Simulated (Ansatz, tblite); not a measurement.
# The cluster Cs₃I₂: one state, many levels

An exercise on one series of results from a longer session: the logs are not shown, and one member is left open.

Program: Ansatz 0.2.0, Gaussian basis. Level of theory: as each input shows. These are calculated values, not measurements.

The runs, in order: GFN1-xTB, GFN2-xTB, PBE-D4/def2-TZVP, r2SCAN-D4/def2-TZVP, r2SCANh-D4/def2-TZVP, ωB97X-V/def2-TZVP, PBE-QIDH/def2-TZVP, PBE-D4/def2-SVP, PBE0-D4/def2-SVP, CCSD(T)/def2-SVP, MP2/def2-TZVP.

3 further runs of the same task are left out: 3 set aside as unsound or not needed. Runs told in other sessions of the task aren't counted.

## The relaxed structure

The doublet was relaxed beforehand with PBE-D4/def2-SVP. At that level it is the lowest of the isomers that a small search found.

5 atoms, charge 0, spin multiplicity 2.

Bond lengths: Cs1–I4 3.733 Å, Cs1–I5 3.735 Å, Cs2–I4 3.738 Å, Cs2–I5 3.735 Å, Cs3–I4 3.732 Å, Cs3–I5 3.735 Å. Angles: I4–Cs1–I5 79.9°, I4–Cs2–I5 79.8°, I4–Cs3–I5 79.9°, Cs1–I4–Cs2 83.4°, Cs1–I4–Cs3 83.2°, Cs2–I4–Cs3 83.1°, Cs1–I5–Cs2 83.4°, Cs1–I5–Cs3 83.2°, Cs2–I5–Cs3 83.1°.

As a file:

```
atom    x (Å)    y (Å)    z (Å)
 Cs1  -1.7744  -1.4273   1.7391
 Cs2  -1.0276   1.3804  -2.2915
 Cs3   2.8066   0.0480   0.5507
  I4   0.2926  -1.9788  -1.3203
  I5  -0.2972   1.9777   1.3221
```

Cs, I take a core potential in the def2 sets. No spin-orbit coupling is included.

PBE0-D4/def2-TZVP was run before; its log isn't repeated, and its numbers join the tables.

The first run:

Tight binding, by tblite at 300 K electronic temperature and without a spin-polarisation term:

```python
tblite.interface.Calculator('GFN1-xTB', numbers, positions, charge=0, uhf=1).singlepoint()
```

Tight binding, by tblite at 300 K electronic temperature and without a spin-polarisation term:

```python
tblite.interface.Calculator('GFN2-xTB', numbers, positions, charge=0, uhf=1).singlepoint()
```

start.molden holds the orbitals of an earlier run on this state, given as this run's starting guess.

File in.yaml:

```yaml
crystal:
  periodic: [false, false, false]
  atoms:
    - {symbol: Cs, position_ang: [-1.774370, -1.427297, 1.739117]}
    - {symbol: Cs, position_ang: [-1.027590, 1.380392, -2.291550]}
    - {symbol: Cs, position_ang: [2.806621, 0.048031, 0.550662]}
    - {symbol: I, position_ang: [0.292586, -1.978799, -1.320328]}
    - {symbol: I, position_ang: [-0.297236, 1.977673, 1.322109]}
basis:
  gaussian: {orbitals: def2-TZVP, initial_orbitals: start.molden}
magnetization: {spin_polarized: true, initial_magnetization: 1}
hamiltonian: {xc: pbe, dispersion: d4}
scf: {omitted_lower_state_checks: [starts]}
output: {forces: true, orbitals: {seedname: orbitals}}
```

Command:

```console
> ansatz run in.yaml --threads 4 --pin off --events-out ev --progress --plain --max-ram 4787MiB
```

Among the steps run: PBE-D4/def2-TZVP; r2SCAN-D4/def2-TZVP; r2SCANh-D4/def2-TZVP; ωB97X-V/def2-TZVP; PBE-QIDH/def2-TZVP; PBE-D4/def2-SVP; PBE0-D4/def2-SVP; CCSD(T)/def2-SVP; MP2/def2-TZVP.

One table of the session follows, with a row left open; its other results are not shown here.

It belongs to the step «Binding energy». 

```
              method  binding an atom (eV)
         HF/def2-SVP                 1.395
        HF/def2-TZVP                 1.379
     PBE-D4/def2-SVP                 1.818
    PBE-D4/def2-TZVP                 1.824
 r2SCAN-D4/def2-TZVP                 1.860
r2SCANh-D4/def2-TZVP                 1.852
    PBE0-D4/def2-SVP                 1.825
   PBE0-D4/def2-TZVP                 1.826
   ωB97X-V/def2-TZVP                 1.863
  PBE-QIDH/def2-TZVP                 1.828
        MP2/def2-SVP                     ?
       MP2/def2-TZVP                 1.821
       CCSD/def2-SVP                 1.652
    CCSD(T)/def2-SVP                 1.668
```

Estimate the missing values for MP2/def2-SVP.

**Answer.** binding an atom (eV): 1.720. In the column «binding an atom (eV)» it lies between CCSD(T)/def2-SVP (1.668) and PBE-D4/def2-SVP (1.818).

To keep in mind: Free atoms were run apart at each level; binding is atoms less cluster, divided by the number of atoms, without zero-point or spin-orbit terms.
